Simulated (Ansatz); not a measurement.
# CH₃FOSn: how energies converge with the basis set

One table from this session's results is given with a row withheld; the runs are named, their logs left out.

The runs use Ansatz 0.2.0, Gaussian basis; one geometry, several basis sets.

The runs, in order: PBE0-D4/def2-SVP; ωB97M-V/def2-SVP; PBE0-D4/def2-QZVPP; ωB97M-V/def2-QZVPP; the functionals' def2-TZVPP values are taken from earlier runs.

## The geometry

All runs share one geometry, relaxed beforehand with PBE0-D4 in a triple-zeta def2 set. Sn takes the def2 core potential; no spin-orbit term is included.

7 atoms, charge 0, spin multiplicity 1.

Atoms are counted from 1 here; the program's logs count them from 0.

Bond lengths: F1–C2 1.313 Å, C2–O3 1.186 Å, C2–H5 1.095 Å, Sn4–H6 1.767 Å, Sn4–H7 1.767 Å. Angles: F1–C2–O3 121.6°, F1–C2–H5 111.6°, O3–C2–H5 126.7°, H6–Sn4–H7 92.0°.

The first run:

The input, in.yaml:

```yaml
crystal:
  periodic: [false, false, false]
  atoms:
    - {symbol: F, position_ang: [1.293416, -1.850442, 1.479209]}
    - {symbol: C, position_ang: [0.896554, -0.724579, 0.932411]}
    - {symbol: O, position_ang: [0.027789, -0.697223, 0.125462]}
    - {symbol: Sn, position_ang: [-0.680004, 1.490363, -0.880199]}
    - {symbol: H, position_ang: [1.460936, 0.131976, 1.316660]}
    - {symbol: H, position_ang: [-2.332419, 0.935816, -0.588313]}
    - {symbol: H, position_ang: [-0.605072, 0.645989, -2.430931]}
basis:
  gaussian: {orbitals: def2-SVP}
hamiltonian: {xc: pbe0, dispersion: d4}
output: {orbitals: {seedname: orbitals}}
```

Launch:

```bash
$ ansatz run in.yaml --threads 2 --pin off --events-out ev --progress --plain --max-ram 4352MiB
```

Steps of the session up to this table: PBE0-D4 in def2-SVP; ωB97M-V in def2-SVP; PBE0-D4 in def2-QZVPP; ωB97M-V in def2-QZVPP.

One table of the session follows, with a row left open; its other results are not shown here.

It belongs to the step «Functionals by basis». 

```
functional       basis  HOMO (eV)  LUMO (eV)
   PBE0-D4    def2-SVP          ?          ?
   PBE0-D4  def2-TZVPP      -6.07      -1.99
   PBE0-D4  def2-QZVPP      -6.08      -2.04
   ωB97M-V    def2-SVP      -7.99       0.37
   ωB97M-V  def2-TZVPP      -8.12       0.11
   ωB97M-V  def2-QZVPP      -8.13       0.03
```

Estimate the missing values for PBE0-D4, def2-SVP.

**Answer.** HOMO (eV): -5.98; LUMO (eV): -1.83. In the column «HOMO (eV)» it is the highest.
